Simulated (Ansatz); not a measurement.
# ZrGa3: stress in a strained cell

Aim: deform ZrGa3 (zz strain of +1 %) and compute stress, forces and field gradients with LAPW, PAW and all-electron datasets made for the crystal.

Method: DFT LDA, scalar-relativistic, in Ansatz 0.2.0.

### Step 1. The system as given

Symmetry: I4/mmm, No. 139, tetragonal system. Conventional cell: a = 3.971 Å, b = 3.971 Å, c = 8.729 Å, α = 90.00°, β = 90.00°, γ = 90.00°. Zr (site symmetry 4/mmm) has 12 Ga at 2.81 to 2.95 Å as nearest neighbours. Around Ga (site symmetry 4/mmm) lie 4 Zr at 2.81 Å and 8 Ga at 2.95 Å. Ga (site symmetry -4m2) is surrounded by 8 Ga at 2.81 to 2.95 Å and 4 Zr at 2.95 Å.

Coordinates:

```
CELL_PARAMETERS angstrom
-1.98550 1.98550 4.36450
1.98550 -1.98550 4.36450
1.98550 1.98550 -4.36450
ATOMIC_POSITIONS crystal
Zr 0.00000 0.00000 0.00000
Ga 0.50000 0.50000 0.00000
Ga 0.75000 0.25000 0.50000
Ga 0.25000 0.75000 0.50000
```

Atoms are numbered in the order of the input: Zr1, Ga2, Ga3, Ga4.

### Step 2. The deformed structure

Space group I4/mmm before, I4/mmm after.

### Step 3. All-electron LAPW

input.yaml reads:

```yaml
crystal:
  lattice:
    - [-1.9855, 1.9855, 4.408145]
    - [1.9855, -1.9855, 4.408145]
    - [1.9855, 1.9855, -4.408145]
  atoms:
    - { symbol: Zr, position: [0.0, 0.0, 0.0] }
    - { symbol: Ga, position: [0.5, 0.5, 0.0] }
    - { symbol: Ga, position: [0.75, 0.25, 0.5] }
    - { symbol: Ga, position: [0.25, 0.75, 0.5] }
kpoints:
  mp_grid: { grid: [12, 12, 12] }
  band_path:
    path:
      - [0.0, 0.0, 0.0]
      - [0.0, 0.0, 0.5]
      - [0.25, 0.25, 0.25]
      - [0.0, 0.5, 0.0]
      - [0.0, 0.0, 0.0]
      - [0.5, 0.5, -0.5]
      - [0.3007186924, 0.6992813076, -0.3007186924]
      - [-0.3007186924, 0.3007186924, 0.3007186924]
      - [0.0, 0.0, 0.0]
    npoints: 5
scf:
  occupations: { method: fermi_dirac, width: 0.03 }
hamiltonian:
  xc: lda
  pseudopotentials: { kind: all_electron, lapw: { basis_error: 0.001 } }
output:
  forces: true
  stress: true
  eigenvalues: true
```

Started as:

```
$ ansatz run input.yaml --threads 1 --pin off --max-ram 4096MiB --backend cpu --events-out ev --progress --plain --runs-dir out
```

### Step 4. PAW on the default files

input.yaml reads:

```yaml
crystal:
  lattice:
    - [-1.9855, 1.9855, 4.408145]
    - [1.9855, -1.9855, 4.408145]
    - [1.9855, 1.9855, -4.408145]
  atoms:
    - { symbol: Zr, position: [0.0, 0.0, 0.0] }
    - { symbol: Ga, position: [0.5, 0.5, 0.0] }
    - { symbol: Ga, position: [0.75, 0.25, 0.5] }
    - { symbol: Ga, position: [0.25, 0.75, 0.5] }
kpoints:
  mp_grid: { grid: [12, 12, 12] }
scf:
  occupations: { method: fermi_dirac, width: 0.03 }
hamiltonian:
  xc: lda
  pseudopotentials: { kind: paw }
output:
  forces: true
  stress: true
  eigenvalues: true
  efg: { contact_densities: true }
  write_density: true
  write_potential: true
  elf: true
  volumetric_format: npy
```

### Step 5. Datasets made for this crystal

input.yaml: that of step 4 with these lines changed.

```diff
@@ -16,3 +16,3 @@
   xc: lda
-  pseudopotentials: { kind: paw }
+  pseudopotentials: { kind: all_electron, datasets: crystal }
 output:
@@ -22,5 +22 @@
   efg: { contact_densities: true }
-  write_density: true
-  write_potential: true
-  elf: true
-  volumetric_format: npy
```

(Steps that only read results are left out.)

What does the calculation give? Wanted: pressure; largest shear or deviatoric stress.

The runs gave:

| quantity | value |
| --- | --- |
| pressure | LAPW -6.27, PAW -6.32, crystal datasets -6.28 GPa |
| largest shear or deviatoric stress (LAPW) | 5.38 GPa |

**Reading.** The largest part of the stress beyond the pressure is 5.38 GPa in size, in the zz component; the atoms are carried along and not relaxed. No run of the undeformed cell stands beside it, so the pressure holds what the given cell had before the change. PAW: stress within 0.04 GPa of LAPW. Crystal datasets: stress within 0.01 GPa of LAPW.
